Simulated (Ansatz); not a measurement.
# GeH4Br (doublet): B2PLYP, RPA-PBE over a scan of the distance Ge1–H5 along a hydrogen transfer, cc-pVDZ

Aim: run GeH4Br (doublet) with these functionals over a scan of the distance Ge1–H5 along a hydrogen transfer, and hold them against the top wave-function level at the same points.

The runs use Ansatz 0.2.0, Gaussian basis; cc-pVDZ, all electrons in the functionals, frozen cores in the correlation of double hybrids and RPA.

The runs, in order: B2PLYP, RPA-PBE, at 1.534 Å; 1.600 Å; 1.733 Å; 1.865 Å; 1.997 Å.

## (1) The geometry

The geometry derives from fragments relaxed apart (PBE0/def2-TZVP) and kept rigid, so it is no stationary point. A hydrogen atom is moved between rigid fragments. No spin-orbit coupling is included. The filled d shell of Ge, Br may be among the frozen orbitals whatever the setting's name suggests; the logs give the count.

6 atoms, charge 0, spin multiplicity 2.

Atoms are counted from 1 here; the program's logs count them from 0.

Bond lengths: Ge1–H2 1.534 Å, Ge1–H3 1.534 Å, Ge1–H4 1.534 Å, Ge1–H5 1.534 Å. Angles: H2–Ge1–H3 109.5°, H2–Ge1–H4 109.5°, H2–Ge1–H5 109.5°, H3–Ge1–H4 109.5°, H3–Ge1–H5 109.5°, H4–Ge1–H5 109.5°.

No dispersion term is added.

The geometry shown and the zero of energy belong to the point 1.534 Å. The yardstick, UCCSDT(Q), and other wave-function levels (R restricted, U unrestricted, valence and pair active spaces) come from earlier runs.

## (2) B2PLYP, 1.534 Å

in.yaml

```yaml
crystal:
  periodic: [false, false, false]
  atoms:
    - {symbol: Ge, position_ang: [-1.799904, 0.000000, 0.000000]}
    - {symbol: H, position_ang: [-2.311354, 1.446599, 0.000000]}
    - {symbol: H, position_ang: [-2.311354, -0.723300, 1.252792]}
    - {symbol: H, position_ang: [-2.311354, -0.723299, -1.252791]}
    - {symbol: H, position_ang: [-0.265555, 0.000000, 0.000000]}
    - {symbol: Br, position_ang: [1.727096, 0.000000, 0.000000]}
basis:
  gaussian: {orbitals: cc-pVDZ}
magnetization: {spin_polarized: true, initial_magnetization: 1}
hamiltonian: {xc: {name: B2PLYP}}
correlation: {electrons: outside_noble_gas}
```

The run is started by

```
$ ansatz run in.yaml --threads 1 --pin off --events-out ev --progress --plain --max-ram 2816MiB --backend cpu
```

What it wrote:

```text
Functional definition: B2PLYP
  name "B2PLYP"
  cite "Grimme, J. Chem. Phys. 124, 034108 (2006) doi:10.1063/1.2148954"
  cite "Becke, Phys. Rev. A 38, 3098 (1988) doi:10.1103/PhysRevA.38.3098"
  cite "Lee, Yang & Parr, Phys. Rev. B 37, 785 (1988) doi:10.1103/PhysRevB.37.785"
  parameter a = 0.53
  parameter c = 0.27
  exchange = (1 - a)*b88_x + a*exact_x
  correlation = (1 - c)*lyp_c + c*(mp2_os + mp2_ss)
812 factors; integrals over basis functions are off by at most 1.7e-3 eV
mean field evaluation 1: about -126600.7158 eV, gradient 5.9e0 eV
mean field evaluation 2: about -126600.7165 eV, gradient 5.9e0 eV
mean field evaluation 4: about -126601.1160 eV, gradient 8.1e-1 eV
mean field evaluation 8: about -126601.1332 eV, gradient 3.1e-2 eV
mean field evaluation 16: about -126601.1332 eV, gradient 2.1e-5 eV
mean field -126601.13320358 eV, -4652.5058319013 hartree, gradient 1.5e-6 eV, S^2 0.755929; 2 other end points of the search recorded, 0 dependent functions left out
28 core orbitals not correlated: weight in the atoms' cores, before any rotation towards them, 0.999 or more for the frozen orbitals, at most 0.001 for the correlated occupied ones
reference -126601.13335375 eV, -4652.5058374199 hartree; 8, 7 occupied and 38, 39 virtual orbitals, 812 factors
second order -7.24603814 eV of doubles, -0.00000000 eV of singles
Total energy: -126603.08978405 eV, -4652.5777349073 hartree
```

Run time: 4.6 s. Hardware: 1 thread of AMD EPYC 7R13, shared host; peak memory 0.3 GiB.

From the report: ⟨S²⟩ of the determinant 0.756 (pure doublet: 0.75).

## (3) B2PLYP, 1.600 Å

in.yaml

```yaml
crystal:
  periodic: [false, false, false]
  atoms:
    - {symbol: Ge, position_ang: [-1.800327, 0.000000, 0.000000]}
    - {symbol: H, position_ang: [-2.311777, 1.446599, 0.000000]}
    - {symbol: H, position_ang: [-2.311777, -0.723300, 1.252792]}
    - {symbol: H, position_ang: [-2.311777, -0.723299, -1.252791]}
    - {symbol: H, position_ang: [-0.200327, 0.000000, 0.000000]}
    - {symbol: Br, position_ang: [1.726673, 0.000000, 0.000000]}
basis:
  gaussian: {orbitals: cc-pVDZ}
magnetization: {spin_polarized: true, initial_magnetization: 1}
hamiltonian: {xc: {name: B2PLYP}}
correlation: {electrons: outside_noble_gas}
```

Same command.

What it wrote, shortened:

```text
Functional definition: B2PLYP
  name "B2PLYP"
  cite "Grimme, J. Chem. Phys. 124, 034108 (2006) doi:10.1063/1.2148954"
  cite "Becke, Phys. Rev. A 38, 3098 (1988) doi:10.1103/PhysRevA.38.3098"
  cite "Lee, Yang & Parr, Phys. Rev. B 37, 785 (1988) doi:10.1103/PhysRevB.37.785"
[...]
814 factors; integrals over basis functions are off by at most 1.3e-3 eV
[...]
mean field -126601.14328736 eV, -4652.5062024736 hartree, gradient 5.6e-6 eV, S^2 0.757572; 2 other end points of the search recorded, 0 dependent functions left out
28 core orbitals not correlated: weight in the atoms' cores, before any rotation towards them, 0.999 or more for the frozen orbitals, at most 0.001 for the correlated occupied ones
reference -126601.14343720 eV, -4652.5062079800 hartree; 8, 7 occupied and 38, 39 virtual orbitals, 814 factors
second order -7.31455542 eV of doubles, -0.00000000 eV of singles
Total energy: -126603.11836717 eV, -4652.5787853175 hartree
```

Wall time 4.7 s (1 thread of AMD EPYC 7R13, shared host); peak memory 0.3 GiB.

From the report: ⟨S²⟩ of the determinant 0.758 (pure doublet: 0.75).

From 1.534 Å: -28.6 meV.

## (4) B2PLYP, 1.733 Å

in.yaml

```yaml
crystal:
  periodic: [false, false, false]
  atoms:
    - {symbol: Ge, position_ang: [-1.801183, 0.000000, 0.000000]}
    - {symbol: H, position_ang: [-2.312633, 1.446599, 0.000000]}
    - {symbol: H, position_ang: [-2.312633, -0.723300, 1.252792]}
    - {symbol: H, position_ang: [-2.312633, -0.723299, -1.252791]}
    - {symbol: H, position_ang: [-0.068183, 0.000000, 0.000000]}
    - {symbol: Br, position_ang: [1.725817, 0.000000, 0.000000]}
basis:
  gaussian: {orbitals: cc-pVDZ}
magnetization: {spin_polarized: true, initial_magnetization: 1}
hamiltonian: {xc: {name: B2PLYP}}
correlation: {electrons: outside_noble_gas}
```

The command is unchanged.

What it wrote, shortened:

```text
Functional definition: B2PLYP
  name "B2PLYP"
  cite "Grimme, J. Chem. Phys. 124, 034108 (2006) doi:10.1063/1.2148954"
  cite "Becke, Phys. Rev. A 38, 3098 (1988) doi:10.1103/PhysRevA.38.3098"
  cite "Lee, Yang & Parr, Phys. Rev. B 37, 785 (1988) doi:10.1103/PhysRevB.37.785"
[...]
816 factors; integrals over basis functions are off by at most 1.0e-3 eV
[...]
mean field -126601.08501972 eV, -4652.5040611773 hartree, gradient 1.5e-6 eV, S^2 0.761728; 2 other end points of the search recorded, 0 dependent functions left out
28 core orbitals not correlated: weight in the atoms' cores, before any rotation towards them, 0.999 or more for the frozen orbitals, at most 0.001 for the correlated occupied ones
reference -126601.08516904 eV, -4652.5040666648 hartree; 8, 7 occupied and 38, 39 virtual orbitals, 816 factors
second order -7.45277574 eV of doubles, -0.00000000 eV of singles
Total energy: -126603.09741849 eV, -4652.5780154681 hartree
```

Wall time 4.7 s (1 thread of AMD EPYC 7R13, shared host); peak memory 0.3 GiB.

From the report: ⟨S²⟩ of the determinant 0.762 (pure doublet: 0.75).

From 1.534 Å: -7.6 meV.

## (5) B2PLYP, 1.865 Å

in.yaml

```yaml
crystal:
  periodic: [false, false, false]
  atoms:
    - {symbol: Ge, position_ang: [-1.802033, 0.000000, 0.000000]}
    - {symbol: H, position_ang: [-2.313483, 1.446599, 0.000000]}
    - {symbol: H, position_ang: [-2.313483, -0.723300, 1.252792]}
    - {symbol: H, position_ang: [-2.313483, -0.723299, -1.252791]}
    - {symbol: H, position_ang: [0.062967, 0.000000, 0.000000]}
    - {symbol: Br, position_ang: [1.724967, 0.000000, 0.000000]}
basis:
  gaussian: {orbitals: cc-pVDZ}
magnetization: {spin_polarized: true, initial_magnetization: 1}
hamiltonian: {xc: {name: B2PLYP}}
correlation: {electrons: outside_noble_gas}
```

Same command.

What it wrote, shortened:

```text
Functional definition: B2PLYP
  name "B2PLYP"
  cite "Grimme, J. Chem. Phys. 124, 034108 (2006) doi:10.1063/1.2148954"
  cite "Becke, Phys. Rev. A 38, 3098 (1988) doi:10.1103/PhysRevA.38.3098"
  cite "Lee, Yang & Parr, Phys. Rev. B 37, 785 (1988) doi:10.1103/PhysRevB.37.785"
[...]
814 factors; integrals over basis functions are off by at most 1.8e-3 eV
[...]
mean field -126601.04879299 eV, -4652.5027298694 hartree, gradient 1.8e-6 eV, S^2 0.762405; 0 other end points of the search recorded, 0 dependent functions left out
28 core orbitals not correlated: weight in the atoms' cores, before any rotation towards them, 0.999 or more for the frozen orbitals, at most 0.001 for the correlated occupied ones
reference -126601.04894234 eV, -4652.5027353579 hartree; 8, 7 occupied and 38, 39 virtual orbitals, 814 factors
second order -7.54474898 eV of doubles, -0.00000000 eV of singles
Total energy: -126603.08602456 eV, -4652.5775967488 hartree
```

It took 4.2 s on 1 thread of AMD EPYC 7R13, shared host; peak memory 0.28 GiB.

From the report: ⟨S²⟩ of the determinant 0.762 (pure doublet: 0.75).

From 1.534 Å: +3.8 meV.

## (6) B2PLYP, 1.997 Å

in.yaml

```yaml
crystal:
  periodic: [false, false, false]
  atoms:
    - {symbol: Ge, position_ang: [-1.802883, 0.000000, 0.000000]}
    - {symbol: H, position_ang: [-2.314333, 1.446599, 0.000000]}
    - {symbol: H, position_ang: [-2.314332, -0.723300, 1.252792]}
    - {symbol: H, position_ang: [-2.314333, -0.723299, -1.252791]}
    - {symbol: H, position_ang: [0.194117, 0.000000, 0.000000]}
    - {symbol: Br, position_ang: [1.724117, 0.000000, 0.000000]}
basis:
  gaussian: {orbitals: cc-pVDZ}
magnetization: {spin_polarized: true, initial_magnetization: 1}
hamiltonian: {xc: {name: B2PLYP}}
correlation: {electrons: outside_noble_gas}
```

The command is unchanged.

What it wrote, shortened:

```text
Functional definition: B2PLYP
  name "B2PLYP"
  cite "Grimme, J. Chem. Phys. 124, 034108 (2006) doi:10.1063/1.2148954"
  cite "Becke, Phys. Rev. A 38, 3098 (1988) doi:10.1103/PhysRevA.38.3098"
  cite "Lee, Yang & Parr, Phys. Rev. B 37, 785 (1988) doi:10.1103/PhysRevB.37.785"
[...]
814 factors; integrals over basis functions are off by at most 1.3e-3 eV
[...]
mean field -126601.07190467 eV, -4652.5035792079 hartree, gradient 5.3e-6 eV, S^2 0.757780; 0 other end points of the search recorded, 0 dependent functions left out
28 core orbitals not correlated: weight in the atoms' cores, before any rotation towards them, 0.999 or more for the frozen orbitals, at most 0.001 for the correlated occupied ones
reference -126601.07205476 eV, -4652.5035847236 hartree; 8, 7 occupied and 38, 39 virtual orbitals, 814 factors
second order -7.54559593 eV of doubles, -0.00000000 eV of singles
Total energy: -126603.10936566 eV, -4652.5784545184 hartree
```

Wall time 3.6 s (1 thread of AMD EPYC 7R13, shared host); peak memory 0.28 GiB.

From the report: ⟨S²⟩ of the determinant 0.758 (pure doublet: 0.75).

From 1.534 Å: -19.6 meV.

## (7) RPA-PBE, 1.534 Å

in.yaml

```yaml
crystal:
  periodic: [false, false, false]
  atoms:
    - {symbol: Ge, position_ang: [-1.799904, 0.000000, 0.000000]}
    - {symbol: H, position_ang: [-2.311354, 1.446599, 0.000000]}
    - {symbol: H, position_ang: [-2.311354, -0.723300, 1.252792]}
    - {symbol: H, position_ang: [-2.311354, -0.723299, -1.252791]}
    - {symbol: H, position_ang: [-0.265555, 0.000000, 0.000000]}
    - {symbol: Br, position_ang: [1.727096, 0.000000, 0.000000]}
basis:
  gaussian: {orbitals: cc-pVDZ}
magnetization: {spin_polarized: true, initial_magnetization: 1}
hamiltonian: {xc: {name: PBE}}
correlation: {method: rpa, electrons: outside_noble_gas}
```

Same command.

What it wrote, shortened:

```text
Functional definition: PBE
  name "PBE"
  cite "Perdew, Burke & Ernzerhof, Phys. Rev. Lett. 77, 3865 (1996) doi:10.1103/PhysRevLett.77.3865"
  parent pbe
[...]
812 factors; integrals over basis functions are off by at most 1.7e-3 eV
[...]
mean field -126607.14212773 eV, -4652.7266557910 hartree, gradient 5.5e-6 eV, S^2 0.751156; 5 other end points of the search recorded, 0 dependent functions left out
28 core orbitals not correlated: weight in the atoms' cores, before any rotation towards them, 0.998 or more for the frozen orbitals, at most 0.001 for the correlated occupied ones
reference -126531.84122476 eV, -4649.9593986474 hartree; 8, 7 occupied and 38, 39 virtual orbitals, 812 factors
Total energy: -126543.45225612 eV, -4650.3860961796 hartree
```

Run time: 6 s. Hardware: 1 thread of AMD EPYC 7R13, shared host; peak memory 0.25 GiB.

From the report: ⟨S²⟩ of the determinant 0.751 (pure doublet: 0.75).

## (8) RPA-PBE, 1.600 Å

in.yaml

```yaml
crystal:
  periodic: [false, false, false]
  atoms:
    - {symbol: Ge, position_ang: [-1.800327, 0.000000, 0.000000]}
    - {symbol: H, position_ang: [-2.311777, 1.446599, 0.000000]}
    - {symbol: H, position_ang: [-2.311777, -0.723300, 1.252792]}
    - {symbol: H, position_ang: [-2.311777, -0.723299, -1.252791]}
    - {symbol: H, position_ang: [-0.200327, 0.000000, 0.000000]}
    - {symbol: Br, position_ang: [1.726673, 0.000000, 0.000000]}
basis:
  gaussian: {orbitals: cc-pVDZ}
magnetization: {spin_polarized: true, initial_magnetization: 1}
hamiltonian: {xc: {name: PBE}}
correlation: {method: rpa, electrons: outside_noble_gas}
```

Same command.

What it wrote, shortened:

```text
Functional definition: PBE
  name "PBE"
  cite "Perdew, Burke & Ernzerhof, Phys. Rev. Lett. 77, 3865 (1996) doi:10.1103/PhysRevLett.77.3865"
  parent pbe
[...]
814 factors; integrals over basis functions are off by at most 1.3e-3 eV
[...]
mean field -126607.21235929 eV, -4652.7292367532 hartree, gradient 5.3e-6 eV, S^2 0.751295; 5 other end points of the search recorded, 0 dependent functions left out
28 core orbitals not correlated: weight in the atoms' cores, before any rotation towards them, 0.998 or more for the frozen orbitals, at most 0.001 for the correlated occupied ones
reference -126531.81971810 eV, -4649.9586082923 hartree; 8, 7 occupied and 38, 39 virtual orbitals, 814 factors
Total energy: -126543.46828623 eV, -4650.3866852754 hartree
```

It took 7 s on 1 thread of AMD EPYC 7R13, shared host; peak memory 0.25 GiB.

From the report: ⟨S²⟩ of the determinant 0.751 (pure doublet: 0.75).

From 1.534 Å: -16.0 meV.

## (9) RPA-PBE, 1.733 Å

in.yaml

```yaml
crystal:
  periodic: [false, false, false]
  atoms:
    - {symbol: Ge, position_ang: [-1.801183, 0.000000, 0.000000]}
    - {symbol: H, position_ang: [-2.312633, 1.446599, 0.000000]}
    - {symbol: H, position_ang: [-2.312633, -0.723300, 1.252792]}
    - {symbol: H, position_ang: [-2.312633, -0.723299, -1.252791]}
    - {symbol: H, position_ang: [-0.068183, 0.000000, 0.000000]}
    - {symbol: Br, position_ang: [1.725817, 0.000000, 0.000000]}
basis:
  gaussian: {orbitals: cc-pVDZ}
magnetization: {spin_polarized: true, initial_magnetization: 1}
hamiltonian: {xc: {name: PBE}}
correlation: {method: rpa, electrons: outside_noble_gas}
```

Same command.

What it wrote, shortened:

```text
Functional definition: PBE
  name "PBE"
  cite "Perdew, Burke & Ernzerhof, Phys. Rev. Lett. 77, 3865 (1996) doi:10.1103/PhysRevLett.77.3865"
  parent pbe
[...]
816 factors; integrals over basis functions are off by at most 1.0e-3 eV
[...]
mean field -126607.26270681 eV, -4652.7310869903 hartree, gradient 7.3e-6 eV, S^2 0.751625; 3 other end points of the search recorded, 0 dependent functions left out
28 core orbitals not correlated: weight in the atoms' cores, before any rotation towards them, 0.998 or more for the frozen orbitals, at most 0.001 for the correlated occupied ones
reference -126531.71634389 eV, -4649.9548093601 hartree; 8, 7 occupied and 38, 39 virtual orbitals, 816 factors
Total energy: -126543.42192576 eV, -4650.3849815595 hartree
```

It took 6 s on 1 thread of AMD EPYC 7R13, shared host; peak memory 0.25 GiB.

From the report: ⟨S²⟩ of the determinant 0.752 (pure doublet: 0.75).

From 1.534 Å: +30.3 meV.

## (10) RPA-PBE, 1.865 Å

in.yaml

```yaml
crystal:
  periodic: [false, false, false]
  atoms:
    - {symbol: Ge, position_ang: [-1.802033, 0.000000, 0.000000]}
    - {symbol: H, position_ang: [-2.313483, 1.446599, 0.000000]}
    - {symbol: H, position_ang: [-2.313483, -0.723300, 1.252792]}
    - {symbol: H, position_ang: [-2.313483, -0.723299, -1.252791]}
    - {symbol: H, position_ang: [0.062967, 0.000000, 0.000000]}
    - {symbol: Br, position_ang: [1.724967, 0.000000, 0.000000]}
basis:
  gaussian: {orbitals: cc-pVDZ}
magnetization: {spin_polarized: true, initial_magnetization: 1}
hamiltonian: {xc: {name: PBE}}
correlation: {method: rpa, electrons: outside_noble_gas}
```

The command is unchanged.

What it wrote, shortened:

```text
Functional definition: PBE
  name "PBE"
  cite "Perdew, Burke & Ernzerhof, Phys. Rev. Lett. 77, 3865 (1996) doi:10.1103/PhysRevLett.77.3865"
  parent pbe
[...]
814 factors; integrals over basis functions are off by at most 1.8e-3 eV
[...]
mean field -126607.27715193 eV, -4652.7316178388 hartree, gradient 5.5e-6 eV, S^2 0.751730; 3 other end points of the search recorded, 0 dependent functions left out
28 core orbitals not correlated: weight in the atoms' cores, before any rotation towards them, 0.999 or more for the frozen orbitals, at most 0.001 for the correlated occupied ones
reference -126531.68824665 eV, -4649.9537768057 hartree; 8, 7 occupied and 38, 39 virtual orbitals, 814 factors
Total energy: -126543.39094582 eV, -4650.3838430679 hartree
```

It took 5.5 s on 1 thread of AMD EPYC 7R13, shared host; peak memory 0.25 GiB.

From the report: ⟨S²⟩ of the determinant 0.752 (pure doublet: 0.75).

From 1.534 Å: +61.3 meV.

## (11) RPA-PBE, 1.997 Å

in.yaml

```yaml
crystal:
  periodic: [false, false, false]
  atoms:
    - {symbol: Ge, position_ang: [-1.802883, 0.000000, 0.000000]}
    - {symbol: H, position_ang: [-2.314333, 1.446599, 0.000000]}
    - {symbol: H, position_ang: [-2.314332, -0.723300, 1.252792]}
    - {symbol: H, position_ang: [-2.314333, -0.723299, -1.252791]}
    - {symbol: H, position_ang: [0.194117, 0.000000, 0.000000]}
    - {symbol: Br, position_ang: [1.724117, 0.000000, 0.000000]}
basis:
  gaussian: {orbitals: cc-pVDZ}
magnetization: {spin_polarized: true, initial_magnetization: 1}
hamiltonian: {xc: {name: PBE}}
correlation: {method: rpa, electrons: outside_noble_gas}
```

Launched as before.

What it wrote, shortened:

```text
Functional definition: PBE
  name "PBE"
  cite "Perdew, Burke & Ernzerhof, Phys. Rev. Lett. 77, 3865 (1996) doi:10.1103/PhysRevLett.77.3865"
  parent pbe
[...]
814 factors; integrals over basis functions are off by at most 1.3e-3 eV
[...]
mean field -126607.26690775 eV, -4652.7312413721 hartree, gradient 3.6e-6 eV, S^2 0.751549; 3 other end points of the search recorded, 0 dependent functions left out
28 core orbitals not correlated: weight in the atoms' cores, before any rotation towards them, 0.998 or more for the frozen orbitals, at most 0.001 for the correlated occupied ones
reference -126531.78176769 eV, -4649.9572136406 hartree; 8, 7 occupied and 38, 39 virtual orbitals, 814 factors
Total energy: -126543.40774672 eV, -4650.3844604895 hartree
```

It took 5.5 s on 1 thread of AMD EPYC 7R13, shared host; peak memory 0.25 GiB.

From the report: ⟨S²⟩ of the determinant 0.752 (pure doublet: 0.75).

From 1.534 Å: +44.5 meV.

## (12) Against the wave-function levels

The yardstick is UCCSDT(Q), where the cluster series has nearly closed. It comes from earlier runs at the same points. Energies in meV, counted from 1.534 Å; blanks weren't run or aren't comparable.

```
    level  1.534 Å  1.600 Å  1.733 Å  1.865 Å  1.997 Å
UCCSDT(Q)      0.0    -12.9     32.4     45.7     -1.6
   B2PLYP      0.0    -28.6     -7.6      3.8    -19.6
  RPA-PBE      0.0    -16.0     30.3     61.3     44.5
```

Largest miss and mean time a point (UCCSDT(Q) took 7 s a point; shared hosts):

```
  level  largest miss (meV)    where  time a point
 B2PLYP               -42.0  1.865 Å         4.4 s
RPA-PBE               +46.1  1.997 Å           6 s
```

## (13) Results

| quantity | value |
| --- | --- |
| span of the UCCSDT(Q) curve | 58.6 meV |
| largest miss, B2PLYP | -42.0 meV (1.865 Å) |
| largest miss, RPA-PBE | +46.1 meV (1.997 Å) |

**Reading.** Of the functionals, B2PLYP keep the smallest largest miss at the points compared (at most 42.0 meV) and RPA-PBE strays most (46.1 meV, at 1.997 Å). Functionals and the yardstick converge differently with the basis, so part of each miss in cc-pVDZ is the basis.
